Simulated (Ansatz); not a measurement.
**CH4BNO (SMILES BC(=N)O): functionals against CCSD(T) at one geometry**

A test off equilibrium: a frame of a short trajectory is computed at several levels, and each is set against CCSD(T).

The runs use Ansatz 0.2.0, Gaussian basis; single points in def2-TZVPP.

Correlated methods freeze the cores.

1 further run of the same task is left out (it didn't finish).

### Step 1. Where the work starts

SMILES `BC(=N)O`, 8 atoms, charge 0, spin multiplicity 1.

Atoms are counted from 1 here; the program's logs count them from 0.

Bond lengths: B1–C2 1.562 Å, B1–H5 1.182 Å, B1–H6 1.184 Å, C2–N3 1.281 Å, C2–O4 1.319 Å, N3–H7 1.031 Å, O4–H8 0.956 Å. Angles: C2–B1–H5 125.3°, C2–B1–H6 109.3°, H5–B1–H6 125.4°, B1–C2–N3 118.4°, B1–C2–O4 115.2°, N3–C2–O4 126.4°, C2–N3–H7 112.8°, C2–O4–H8 111.3°.

Geometry (Å):

```xyz
8

B    -0.65692    1.15176   -0.36384
C     0.09720   -0.14785    0.06146
N     1.22840   -0.02984    0.65015
O    -0.50589   -1.27710   -0.25776
H    -1.52825    1.20525   -1.16071
H    -0.18752    2.07924    0.20226
H     1.66670   -0.93911    0.85803
H    -0.00214   -2.03519    0.03616
```

### Step 2. PBE-D4/def2-TZVPP

The input, run/in.yaml:

```yaml
crystal:
  periodic: [false, false, false]
  atoms:
    - {symbol: B, position_ang: [-0.656924, 1.151756, -0.363836]}
    - {symbol: C, position_ang: [0.097201, -0.147845, 0.061461]}
    - {symbol: N, position_ang: [1.228397, -0.029843, 0.650151]}
    - {symbol: O, position_ang: [-0.505892, -1.277102, -0.257762]}
    - {symbol: H, position_ang: [-1.528249, 1.205247, -1.160706]}
    - {symbol: H, position_ang: [-0.187516, 2.079235, 0.202260]}
    - {symbol: H, position_ang: [1.666704, -0.939112, 0.858027]}
    - {symbol: H, position_ang: [-0.002142, -2.035189, 0.036162]}
basis:
  gaussian: {orbitals: def2-TZVPP}
hamiltonian: {xc: pbe, dispersion: d4}
output: {forces: true}
```

Command:

```
> ansatz run in.yaml --threads 2 --pin off --events-out ev --progress --plain --max-ram 3481MiB
```

### Step 3. r2SCAN-D4/def2-TZVPP

run/in.yaml, as its differences from that of step 2:

```diff
@@ -13,3 +13,3 @@
   gaussian: {orbitals: def2-TZVPP}
-hamiltonian: {xc: pbe, dispersion: d4}
+hamiltonian: {xc: r2scan, dispersion: d4}
 output: {forces: true}
```

### Step 4. PBE0-D4/def2-TZVPP

run/in.yaml, as its differences from that of step 3:

```diff
@@ -13,3 +13,3 @@
   gaussian: {orbitals: def2-TZVPP}
-hamiltonian: {xc: r2scan, dispersion: d4}
-output: {forces: true}
+hamiltonian: {xc: pbe0, dispersion: d4}
+output: {forces: true, orbitals: {seedname: orbitals}}
```

### Step 5. wB97M-V/def2-TZVPP

run/in.yaml, as its differences from that of step 4:

```diff
@@ -13,3 +13,3 @@
   gaussian: {orbitals: def2-TZVPP}
-hamiltonian: {xc: pbe0, dispersion: d4}
-output: {forces: true, orbitals: {seedname: orbitals}}
+hamiltonian: {xc: {name: wB97M-V}}
+output: {forces: true}
```

### Step 6. CCSD(T)/def2-TZVPP

run/in.yaml, as its differences from that of step 5:

```diff
@@ -13,3 +13,3 @@
   gaussian: {orbitals: def2-TZVPP}
-hamiltonian: {xc: {name: wB97M-V}}
+correlation: {method: ccsd_t}
 output: {forces: true}
```

(Steps that only read results are left out.)

What does the calculation give? Wanted: energy less free atoms, CCSD(T)/def2-TZVPP; RMS force component; RMS force error; HOMO and LUMO, PBE0-D4; T1 diagnostic.

**Answer**, as computed:

```
                                  quantity                                                             value
energy less free atoms, CCSD(T)/def2-TZVPP                                                   -696.9 kcal/mol
                       RMS force component                              0.453 to 0.596 eV/Å over the methods
                           RMS force error  PBE-D4 0.220, r2SCAN-D4 0.114, PBE0-D4 0.222, wB97M-V 0.212 eV/Å
                    HOMO and LUMO, PBE0-D4                                                -8.14 and -2.40 eV
                             T1 diagnostic                                                             0.014
```

Against CCSD(T) the functionals' energies less atoms differ by -49.6 to -26.1 kcal/mol, PBE-D4 by -49.6 kcal/mol. CCSD(T) in triple zeta still lacks some correlation energy of the bonds, so part of these gaps is its own basis error and they don't rank the functionals. For forces r2SCAN-D4 does best and PBE0-D4 worst. Frozen-core CCSD(T) forces in triple zeta carry basis errors of their own, and this is one geometry, so small gaps rank nothing.
